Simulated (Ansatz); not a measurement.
**CSSe: taking an electron away**

One table from this session's results is given with a row withheld; the runs are named, their logs left out.

Computed with Ansatz 0.2.0, Gaussian basis. Level: unrestricted cation, the program's frozen cores in correlated methods.

Levels to be run: UKS PBE-D4/def2-TZVPP; UKS r2SCAN-D4/def2-TZVPP; UKS PBE0-D4/def2-TZVPP; UKS B3LYP-D4/def2-TZVPP; UKS wB97X-V/def2-TZVPP; UKS wB97M-V/def2-TZVPP; UKS B2PLYP/def2-TZVPP; UHF-CCSD(T)/def2-TZVPP; UHF-MP2/def2-QZVPP; extrapolation to the limit; then −ε(HOMO) from the neutral's earlier runs with LDA (SPW92), PBE-D4, revPBE-D4, BLYP-D4, r2SCAN-D4, B97M-V, PBE0-D4, B3LYP-D4, r2SCANh-D4, r2SCAN0-D4, HSE06-D4, BHLYP-D4, CAM-B3LYP-D4, LC-ωPBE, ωB97X-V, ωB97M-V.

## Structure used throughout

An earlier PBE0-D4 in a triple-zeta def2 set relaxation fixed the geometry.

SMILES `S=C=[Se]`, 3 atoms, charge 0, spin multiplicity 1.

Atoms are counted from 1 here; the program's logs count them from 0.

Bond lengths: S1–C2 1.545 Å, C2–Se3 1.692 Å. Angles: S1–C2–Se3 180.0°.

The first run:

Contents of in.yaml:

```yaml
crystal:
  periodic: [false, false, false]
  atoms:
    - {symbol: S, position_ang: [1.136705, -1.013822, 0.501235]}
    - {symbol: C, position_ang: [0.031509, -0.052209, 0.011207]}
    - {symbol: Se, position_ang: [-1.179214, 1.001231, -0.525641]}
basis:
  gaussian: {orbitals: def2-TZVPP}
total_charge: 1
magnetization: {spin_polarized: true, initial_magnetization: 1}
hamiltonian: {xc: pbe, dispersion: d4}
```

Started as:

```bash
ansatz run in.yaml --threads 2 --pin off --events-out ev --progress --plain --max-ram 4352MiB
```

Steps of the session up to this table: Cation, UKS PBE-D4/def2-TZVPP; Cation, UKS r2SCAN-D4/def2-TZVPP; Cation, UKS PBE0-D4/def2-TZVPP; Cation, UKS B3LYP-D4/def2-TZVPP; Cation, UKS wB97X-V/def2-TZVPP; Cation, UKS wB97M-V/def2-TZVPP; Cation, UKS B2PLYP (frozen core)/def2-TZVPP; Cation, UHF-CCSD(T)/def2-TZVPP; Cation, UHF-MP2/def2-QZVPP.

One of the session's tables, all rows but one given; the rest of the session is left out.

It belongs to the step «Ionisation energies side by side». For comparison, −ε(HOMO) of the neutral from earlier runs:

```
  functional  −ε(HOMO) (eV)
 LDA (SPW92)           6.65
      PBE-D4           6.49
   revPBE-D4           6.44
     BLYP-D4              ?
   r2SCAN-D4           6.76
      B97M-V           6.73
     PBE0-D4           7.50
    B3LYP-D4           7.26
  r2SCANh-D4           7.12
  r2SCAN0-D4           7.67
    HSE06-D4           7.12
    BHLYP-D4           8.32
CAM-B3LYP-D4           8.61
     LC-ωPBE           9.85
     ωB97X-V           9.53
     ωB97M-V           9.38
```

Q: Estimate the row for BLYP-D4 from the others.

Worked estimate for «−ε(HOMO) (eV)». Against the share of exact exchange, B3LYP-D4 (0.2, 7.26), BHLYP-D4 (0.5, 8.32) give a slope of 3.53 per unit share; at 0 the line stands at 6.55.

**Answer.** −ε(HOMO) (eV): 6.30. In «−ε(HOMO) (eV)» the line misses by +0.25.

Caveats from the session: The cation may have settled in a state other than its lowest; no search over hole states beyond the program's own was made.
